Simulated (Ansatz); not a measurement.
Write a Python script for the Python package of Ansatz (0.2.0) that makes a band structure of C, space group Cmmm. Use: PBEsol, PAW, the default cutoff (420 eV here), 6×6×9 k-points, Fermi-Dirac smearing of 0.1 eV.

```xyz
8
Lattice="2.1152 -4.3593 0.0000 2.1152 4.3593 0.0000 0.0000 0.0000 2.4996" Properties=species:S:1:pos:R:3 pbc="T T T"
C     3.4470    1.4524    0.0000
C     0.7835   -1.4524    0.0000
C     0.7835    1.4524    0.0000
C     3.4470   -1.4524    0.0000
C     1.3349   -0.7775    1.2498
C     2.8955    0.7775    1.2498
C     2.8955   -0.7775    1.2498
C     1.3349    0.7775    1.2498
```

`bands_c.py`
```python
"""Bands of C along a path through the zone."""

from pathlib import Path

import ansatz
import numpy as np
from pymatgen.core import Lattice, Structure
from pymatgen.io.ase import AseAtomsAdaptor

pmg_structure = Structure(
    Lattice([(2.115211, -4.359311, 0.0), (2.115211, 4.359311, 0.0), (0.0, 0.0, 2.499596)]),
    ["C", "C", "C", "C", "C", "C", "C", "C"],
    [
        (0.648215, 0.981391, 0.0),
        (0.351785, 0.018609, 0.0),
        (0.018609, 0.351785, 0.0),
        (0.981391, 0.648215, 0.0),
        (0.404729, 0.226375, 0.5),
        (0.595271, 0.773625, 0.5),
        (0.773625, 0.595271, 0.5),
        (0.226375, 0.404729, 0.5),
    ],
)
xtal = ansatz.Crystal.from_ase(AseAtomsAdaptor.get_atoms(pmg_structure))

# high-symmetry points in fractions of the reciprocal vectors
path = [
    ("G", (0.0, 0.0, 0.0)),
    ("S", (0.0, 0.5, 0.0)),
    ("R", (0.0, 0.5, 0.5)),
    ("Z", (0.0, 0.0, 0.5)),
    ("T", (-0.5, 0.5, 0.5)),
]
calc = xtal.calculation()
calc = calc.occupations("Fermi-Dirac", width=0.1)
calc = calc.functional(ansatz.Functional.PBESOL)
calc = calc.kpoints(6, 6, 9)
calc = calc.pseudopotentials("paw")
calc = calc.band_structure([point for _, point in path], intervals=8)
calc = calc.scf(extra_bands=10).populations()
history = []
res = calc.session().plan().execute(on_event=lambda event: history.append(event["data"]["dr2_ev"]) if event["event"] == "scf_iter" else None)
r = res.report
print("density residual by iteration (eV):", " ".join(f"{value:.1e}" for value in history[:40]))

for key in ("converged", "n_iterations", "n_electrons", "n_kpoints", "n_pw", "n_symmetry_ops", "free_energy_ev", "fermi_energy_ev"):
    print(f"{key:18s} {r[key]}")

files = Path(res.write_results("tables"))
print((files / "populations.tsv").read_text())

bands = res.band_structure()
fermi = bands.fermi_energy_ev
print(f"zero of the bands: {fermi:.3f} eV, the Fermi level found on the SCF mesh")
for spin, channel in enumerate(bands.channels):
    levels = channel.eigenvalues_ev - fermi
    crossing = [b for b in range(levels.shape[1]) if levels[:, b].min() < 0 < levels[:, b].max()]
    print(f"channel {spin}: bands that cross the Fermi level on this path:", [b + 1 for b in crossing] or "none")
    shown = crossing or sorted(np.argsort(np.abs(levels).min(axis=0))[:2])
    for k, row in zip(bands.kpoints_frac, levels[:, shown]):
        print(f"{k[0]:7.3f} {k[1]:7.3f} {k[2]:7.3f}  ", " ".join(f"{e:8.3f}" for e in row))
```

```console
$ python bands_c.py
DeckWarning: basis.ecutwfc = 420 eV, auto-derived from the records' recommended cutoffs: set by C (normal level)
density residual by iteration (eV): 1.7e-02 2.6e-03 1.2e-04 3.4e-06 4.6e-07 1.4e-08
converged          True
n_iterations       6
n_electrons        32.0
n_kpoints          65
n_pw               893
n_symmetry_ops     8
free_energy_ev     -1972.262208624299
fermi_energy_ev    14.712686828424985
# site	symbol	l	j	q
# orbitals = lowdin
# n_electrons = 32.000000
# spilling = 0.003574
0	C	0_2S	-	0.942050
0	C	1_2P	-	3.041953
1	C	0_2S	-	0.942050
1	C	1_2P	-	3.041953
2	C	0_2S	-	0.942050
2	C	1_2P	-	3.041953
3	C	0_2S	-	0.942050
3	C	1_2P	-	3.041953
4	C	0_2S	-	0.945442
4	C	1_2P	-	3.041963
5	C	0_2S	-	0.945442
5	C	1_2P	-	3.041963
6	C	0_2S	-	0.945442
6	C	1_2P	-	3.041963
7	C	0_2S	-	0.945442
7	C	1_2P	-	3.041963

zero of the bands: 14.713 eV, the Fermi level found on the SCF mesh
channel 0: bands that cross the Fermi level on this path: none
  0.000   0.000   0.000      3.036    3.319
  0.000   0.062   0.000      3.048    3.397
  0.000   0.125   0.000      3.085    3.588
  0.000   0.188   0.000      3.144    3.617
  0.000   0.250   0.000      3.213    3.662
  0.000   0.312   0.000      3.264    3.768
  0.000   0.375   0.000      3.293    3.956
  0.000   0.438   0.000      3.314    4.211
  0.000   0.500   0.000      3.324    4.497
  0.000   0.500   0.062      3.428    4.879
  0.000   0.500   0.125      3.614    5.092
  0.000   0.500   0.188      3.783    4.574
  0.000   0.500   0.250      3.906    4.221
  0.000   0.500   0.312      3.941    4.123
  0.000   0.500   0.375      3.860    4.140
  0.000   0.500   0.438      3.777    4.161
  0.000   0.500   0.500      3.743    4.156
  0.000   0.438   0.500      3.868    4.048
  0.000   0.375   0.500      3.918    4.209
  0.000   0.312   0.500      3.946    4.543
  0.000   0.250   0.500      4.158    4.679
  0.000   0.188   0.500      4.514    4.877
 -0.000   0.125   0.500      4.948    5.176
 -0.000   0.062   0.500      5.359    5.558
  0.000   0.000   0.500      5.557    5.879
 -0.062   0.062   0.500      5.196    5.295
 -0.125   0.125   0.500      4.446    4.790
 -0.187   0.187   0.500      3.782    4.246
 -0.250   0.250   0.500      3.242    3.731
 -0.312   0.312   0.500      2.855    3.281
 -0.375   0.375   0.500      2.638    2.925
 -0.437   0.437   0.500      2.568    2.691
 -0.500   0.500   0.500      2.567    2.608
```
(Warnings from the package without file and line.)

Notes:
- Absolute energies stand on the zero of these potentials, so only differences at equal settings mean something. A total without «per atom» is that of the cell as typed.
- An absolute Fermi energy rests on an arbitrary zero of the periodic potential and has no direct meaning.
- An opening on this mesh may only mean that it misses a point where bands touch.
- This isn't the structure that C takes at ambient conditions.
- Gaps and levels are Kohn-Sham values on a finite set of k-points.
- The whole script took 6.2 s on 1 thread of Arm Neoverse V2, with other jobs on the host, peak memory 0.44 GiB.
